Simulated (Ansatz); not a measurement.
# TiClO: the cost of one run

Computed with Ansatz 0.2.0 (DFT PBEsol+D3(BJ), scalar-relativistic, plane waves, PAW, unless a step's input says otherwise).

**1. Starting point**

Symmetry: Pmmn, No. 59, orthorhombic system. The conventional cell has a = 3.380 Å, b = 3.790 Å, c = 8.030 Å, α = 90.00°, β = 90.00°, γ = 90.00°. Ti (site symmetry mm2) has 4 O at 1.95 to 2.26 Å and 2 Cl at 2.32 Å as nearest neighbours. Around Cl (site symmetry mm2) lie 2 Ti at 2.32 Å. O (site symmetry mm2) is surrounded by 2 Ti at 1.95 Å.

Coordinates:

```xyz
12
Lattice="6.7600 0.0000 0.0000 0.0000 3.7900 0.0000 0.0000 0.0000 8.0300" Properties=species:S:1:pos:R:3 pbc="T T T"
Ti    0.0000    1.8950    0.9797
Ti    3.3800    1.8950    0.9797
Ti    1.6900    0.0000    7.0503
Ti    5.0700    0.0000    7.0503
Cl    1.6900    1.8950    2.5696
Cl    5.0700    1.8950    2.5696
Cl    0.0000    0.0000    5.4604
Cl    3.3800    0.0000    5.4604
O     1.6900    1.8950    7.5080
O     5.0700    1.8950    7.5080
O     0.0000    0.0000    0.5220
O     3.3800    0.0000    0.5220
```

The structure rests on an entry of the Crystallography Open Database; cell or positions may have been set otherwise for this series.

**2. Relaxing cell and atoms: TiClO, moments +−−+**

The input, input.yaml:

```yaml
crystal:
  lattice:
    - [6.76, 0.0, 0.0]
    - [0.0, 3.79, 0.0]
    - [0.0, 0.0, 8.03]
  atoms:
    - { symbol: Ti, position: [0.0, 0.5, 0.122], spin: 1.0 }
    - { symbol: Ti, position: [0.5, 0.5, 0.122], spin: -1.0 }
    - { symbol: Ti, position: [0.25, 0.0, 0.878], spin: -1.0 }
    - { symbol: Ti, position: [0.75, 0.0, 0.878], spin: 1.0 }
    - { symbol: Cl, position: [0.25, 0.5, 0.32] }
    - { symbol: Cl, position: [0.75, 0.5, 0.32] }
    - { symbol: Cl, position: [0.0, 0.0, 0.68] }
    - { symbol: Cl, position: [0.5, 0.0, 0.68] }
    - { symbol: O, position: [0.25, 0.5, 0.935] }
    - { symbol: O, position: [0.75, 0.5, 0.935] }
    - { symbol: O, position: [0.0, 0.0, 0.065] }
    - { symbol: O, position: [0.5, 0.0, 0.065] }
magnetization:
  spin_polarized: true
scf:
  occupations: { method: gaussian, width: 0.02 }
output:
  forces: true
  stress: true
  populations: true
  write_density: true
  write_potential: true
  elf: true
  volumetric_format: npy
hamiltonian:
  dispersion: d3bj
  xc: pbesol
relax:
  f_tol: 0.01
  cell: { stress_tol: 0.05 }
kpoints:
  mp_grid: { grid: [4, 8, 3] }
```

Launch:

```sh
> ansatz run input.yaml --threads 4 --pin off --max-ram 12288MiB --backend cpu --events-out ev --progress --plain --runs-dir out
```

Q: Estimate wall time and peak memory on 4 threads of Intel Xeon 6975P-C (Granite Rapids), shared host.

About 2.2 min, with a peak of 1.1 GiB.
